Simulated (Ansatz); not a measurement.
**SiH4O3 (built from SMILES O[SiH](O)O): a saddle search**

Does the minimum-mode search get back to a saddle from here?

Program: Ansatz 0.2.0, Gaussian basis. Level of theory: revPBE-D4/def2-SVP. These are calculated values, not measurements.

## 1. Starting geometry

The start, a known saddle point with all atoms moved at random by about 0.06 Å a coordinate: 8 atoms, charge 0, spin multiplicity 1.

Atoms are counted from 1 here; the program's logs count them from 0.

Bond lengths: Si1–O2 1.857 Å, Si1–O4 1.645 Å, Si1–O5 1.898 Å, O2–H3 1.162 Å, O2–H6 0.983 Å, H3–O5 1.184 Å, O4–H7 0.928 Å, O5–H8 1.065 Å. Angles: O2–Si1–O4 98.1°, O2–Si1–O5 70.7°, O4–Si1–O5 103.3°, Si1–O2–H3 77.7°, Si1–O2–H6 123.7°, H3–O2–H6 119.9°, O2–H3–O5 135.6°, Si1–O4–H7 115.2°, Si1–O5–H3 75.5°, Si1–O5–H8 109.1°, H3–O5–H8 118.3°.

Coordinates:

```csv
atom,x (Å),y (Å),z (Å)
Si1,-0.6039,-0.3055,0.9436
O2,0.1574,-1.0173,-0.5928
H3,-0.2812,-0.0115,-0.9763
O4,0.7576,0.3481,1.5950
O5,-0.9760,0.8355,-0.5264
H6,-0.1282,-1.8642,-1.0015
H7,1.4793,0.4165,1.0161
H8,-0.5488,1.7934,-0.3419
```

## 2. The search

run/in.yaml reads:

```yaml
crystal:
  periodic: [false, false, false]
  atoms:
    - {symbol: Si, position_ang: [-0.603945, -0.305489, 0.943606]}
    - {symbol: O, position_ang: [0.157387, -1.017280, -0.592849]}
    - {symbol: H, position_ang: [-0.281175, -0.011496, -0.976320]}
    - {symbol: O, position_ang: [0.757602, 0.348126, 1.595048]}
    - {symbol: O, position_ang: [-0.975957, 0.835520, -0.526409]}
    - {symbol: H, position_ang: [-0.128193, -1.864240, -1.001543]}
    - {symbol: H, position_ang: [1.479349, 0.416486, 1.016056]}
    - {symbol: H, position_ang: [-0.548799, 1.793385, -0.341886]}
basis:
  gaussian: {orbitals: def2-SVP}
hamiltonian: {xc: {name: revPBE}, dispersion: d4}
saddle:
  f_tol: 0.1
  max_steps: 40
  mode_guess:
    - [-0.1522, 0.3795, 0.0311]
    - [0.0125, 0.1210, -0.2633]
    - [0.3068, -0.7265, -0.0841]
    - [0.0369, 0.0097, 0.0404]
    - [-0.0482, 0.0467, 0.2457]
    - [-0.0469, 0.0689, -0.1046]
    - [-0.0108, 0.0205, 0.0077]
    - [-0.0980, 0.0802, 0.1272]
```

Run with:

```sh
ansatz run in.yaml --threads 2 --pin off --events-out ev --progress --plain --max-ram 4352MiB
```

Q: Predict the outcome of this session. Wanted: energy change; last largest force; RMSD from the start; RMSD from the known saddle.

As calculated:

| quantity | value |
| --- | --- |
| steps | 9 |
| energy change | -45.4 kJ/mol |
| last largest force | 0.0193 eV/Å |
| RMSD from the start | 0.072 Å |
| RMSD from the known saddle | 0.042 Å |

It converged in 9 steps at a force tolerance of 0.1 eV/Å. It is back at the known saddle, up to the shift that another level brings.
